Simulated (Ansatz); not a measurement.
# C₃H₇NSi: one species, many methods

An exercise on one series of results from a longer session: the logs are not shown, and one member is left open.

Method: functionals in def2-TZVPP, the program's frozen cores in correlated methods; program: Ansatz 0.2.0, Gaussian basis.

Levels to be run: LDA (SPW92), PBE-D4, revPBE-D4, BLYP-D4, r2SCAN-D4, B97M-V, PBE0-D4, B3LYP-D4, r2SCANh-D4, r2SCAN0-D4, HSE06-D4, BHLYP-D4, CAM-B3LYP-D4, LC-ωPBE, ωB97X-V, ωB97M-V, B2PLYP, PBE-QIDH; CCSD(T)/def2-SVP; CCSD(T)/def2-TZVPP; MP2/def2-QZVPP; extrapolation to the limit; RPA on PBE.

## The geometry

All runs share one geometry, relaxed beforehand with PBE0-D4 in a triple-zeta def2 set.

SMILES `C=C1[SiH2]N1C`, 12 atoms, charge 0, spin multiplicity 1.

Atoms are counted from 1 here; the program's logs count them from 0.

Bond lengths: C1–C2 1.330 Å, C1–H6 1.085 Å, C1–H7 1.081 Å, C2–Si3 1.811 Å, C2–N4 1.386 Å, Si3–N4 1.703 Å, Si3–H8 1.483 Å, Si3–H9 1.483 Å, N4–C5 1.429 Å, C5–H10 1.096 Å, C5–H11 1.096 Å, C5–H12 1.090 Å. Angles: C2–C1–H6 121.5°, C2–C1–H7 120.5°, H6–C1–H7 118.0°, C1–C2–Si3 161.5°, C1–C2–N4 135.8°, Si3–C2–N4 62.7°, C2–Si3–N4 46.3°, C2–Si3–H8 122.9°, C2–Si3–H9 123.0°, N4–Si3–H8 119.3°, N4–Si3–H9 119.2°, H8–Si3–H9 111.1°, C2–N4–Si3 70.9°, C2–N4–C5 129.6°, Si3–N4–C5 159.4°, N4–C5–H10 110.9°, N4–C5–H11 110.9°, N4–C5–H12 110.0° and more.

Set-up of the first run:

Input file in.yaml:

```yaml
crystal:
  periodic: [false, false, false]
  atoms:
    - {symbol: C, position_ang: [0.390540, 0.795043, 1.756907]}
    - {symbol: C, position_ang: [0.088272, -0.157836, 0.879552]}
    - {symbol: Si, position_ang: [-0.330474, -1.772816, 0.174075]}
    - {symbol: N, position_ang: [-0.095987, -0.222982, -0.492762]}
    - {symbol: C, position_ang: [-0.014079, 0.813076, -1.472892]}
    - {symbol: H, position_ang: [0.560192, 1.820643, 1.444686]}
    - {symbol: H, position_ang: [0.474530, 0.565098, 2.809695]}
    - {symbol: H, position_ang: [-1.698852, -2.342230, 0.222046]}
    - {symbol: H, position_ang: [0.678435, -2.829935, -0.077819]}
    - {symbol: H, position_ang: [0.985235, 1.263472, -1.482560]}
    - {symbol: H, position_ang: [-0.740313, 1.607154, -1.263822]}
    - {symbol: H, position_ang: [-0.220498, 0.406213, -2.463104]}
basis:
  gaussian: {orbitals: def2-TZVPP}
hamiltonian: {xc: lda}
output: {orbitals: {seedname: orbitals}}
```

Among the steps run: LDA; PBE-D4 (GGA); revPBE-D4 (GGA); BLYP-D4 (GGA); r2SCAN-D4 (meta-GGA); B97M-V (meta-GGA); PBE0-D4 (hybrid); B3LYP-D4 (hybrid); r2SCANh-D4 (hybrid); r2SCAN0-D4 (hybrid); HSE06-D4 (hybrid); BHLYP-D4 (hybrid); CAM-B3LYP-D4 (range-separated); LC-ωPBE (range-separated); ωB97X-V (range-separated); ωB97M-V (range-separated); B2PLYP (double hybrid); PBE-QIDH (double hybrid).

One of the session's tables, all rows but one given; the rest of the session is left out.

It belongs to the step «Frontier levels by functional». 

| functional | HOMO (eV) | gap (eV) |
| --- | --- | --- |
| LDA (SPW92) | -4.90 | 3.41 |
| PBE-D4 | -4.73 | 3.43 |
| revPBE-D4 | ? | ? |
| BLYP-D4 | -4.57 | 3.38 |
| r2SCAN-D4 | -4.89 | 3.89 |
| B97M-V | -4.94 | 3.78 |
| PBE0-D4 | -5.77 | 5.32 |
| B3LYP-D4 | -5.56 | 4.88 |
| r2SCANh-D4 | -5.29 | 4.59 |
| r2SCAN0-D4 | -5.89 | 5.62 |
| HSE06-D4 | -5.38 | 4.55 |
| BHLYP-D4 | -6.69 | 7.06 |
| CAM-B3LYP-D4 | -7.03 | 7.56 |
| LC-ωPBE | -8.34 | 10.03 |
| ωB97X-V | -7.99 | 9.55 |
| ωB97M-V | -7.92 | 9.17 |

Q: Estimate the row for revPBE-D4 from the others.

The run gave: HOMO (eV): -4.67; gap (eV): 3.45. In the column «HOMO (eV)» it lies between PBE-D4 (-4.73) and BLYP-D4 (-4.57).
